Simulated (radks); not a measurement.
# The first electron to leave Ge⁷⁺

Ge⁷⁺ stands in [Ar] 3d(3/2: 4, 5/2: 3). From which sub-shell is an electron easiest to take? Each removal is a run of its own. The parent's configuration is the lowest that an earlier search found at this level.

Method: Dirac Kohn-Sham, BLYP, spin-unpolarised, spherical densities, finite nucleus. Code: radks (a radial shooting solver on a logarithmic mesh, Libxc functionals) version 1.

1 further run of the same task is left out (set aside as unsound or not needed).

## 1. Starting point

| Property | Result |
| --- | --- |
| element | germanium (Z = 32) |
| charge | +7 |
| electrons | 25 |
| configuration | [Ar] 3d(3/2: 4, 5/2: 3) |
| nuclear rms radius | 4.0742 fm |

A shell typed twice in an input gives the lower j, then the higher j.

## 2. The parent, Ge⁷⁺

The parent was computed earlier with the same settings: E = -2082.392304 hartree. Its outer levels (eV):

| level | occupation | energy (eV) |
| --- | --- | --- |
| 2s1/2 | 2 | -1519.3 |
| 2p1/2 | 2 | -1368.0 |
| 2p3/2 | 4 | -1336.1 |
| 3s1/2 | 2 | -304.88 |
| 3p1/2 | 2 | -254.43 |
| 3p3/2 | 4 | -249.75 |
| 3d3/2 | 4 | -163.75 |
| 3d5/2 | 3 | -163.01 |

## 3. Remove 3d5/2: [Ar] 3d(3/2: 4, 5/2: 2)

Settings of this run:

```text
Z 32
configuration [Ar] 3d4 3d2
relativity Dirac
functional b88,lyp
spin unpolarised
j_filling energy
nucleus finite rms 4.0742 fm
c 137.035999084
```

## 4. Remove 3d3/2: [Ar] 3d(3/2: 3, 5/2: 3)

Changes since step 3:

```diff
@@ -1,3 +1,3 @@
 Z 32
-configuration [Ar] 3d4 3d2
+configuration [Ar] 3d3 3d3
 relativity Dirac
```

## 5. Remove 3p3/2: [Ne] 3s2 3p(1/2: 2, 3/2: 3) 3d(3/2: 4, 5/2: 3)

Changes since step 4:

```diff
@@ -1,3 +1,3 @@
 Z 32
-configuration [Ar] 3d3 3d3
+configuration [Ne] 3s2 3p2 3p3 3d4 3d3
 relativity Dirac
```

## 6. Remove 3p1/2: [Ne] 3s2 3p(1/2: 1, 3/2: 4) 3d(3/2: 4, 5/2: 3)

Changes since step 5:

```diff
@@ -1,3 +1,3 @@
 Z 32
-configuration [Ne] 3s2 3p2 3p3 3d4 3d3
+configuration [Ne] 3s2 3p1 3p4 3d4 3d3
 relativity Dirac
```

Before running it: what results should come out? Wanted: for each run, case; final configuration; Δ-SCF; −ε of the level emptied.

**Answer**, as computed:

| case | final configuration | Δ-SCF (eV) | −ε of the level emptied (eV) |
| --- | --- | --- | --- |
| remove 3d5/2 | [Ar] 3d(3/2: 4, 5/2: 2) | 179.11 | 163.01 |
| remove 3d3/2 | [Ar] 3d(3/2: 3, 5/2: 3) | 179.90 | 163.75 |
| remove 3p3/2 | [Ne] 3s2 3p(1/2: 2, 3/2: 3) 3d(3/2: 4, 5/2: 3) | 265.95 | 249.75 |
| remove 3p1/2 | [Ne] 3s2 3p(1/2: 1, 3/2: 4) 3d(3/2: 4, 5/2: 3) | 270.79 | 254.43 |

What this shows: Removal from 3d5/2 costs least (179.11 eV), ahead of 3d3/2 (179.90 eV). 3d5/2 is also the highest occupied level of the parent. NIST lists 176 eV (theoretical), between the same two configurations. Spin polarisation and multiplet splitting are left out, so open shells lie too high by an amount that depends on their filling.
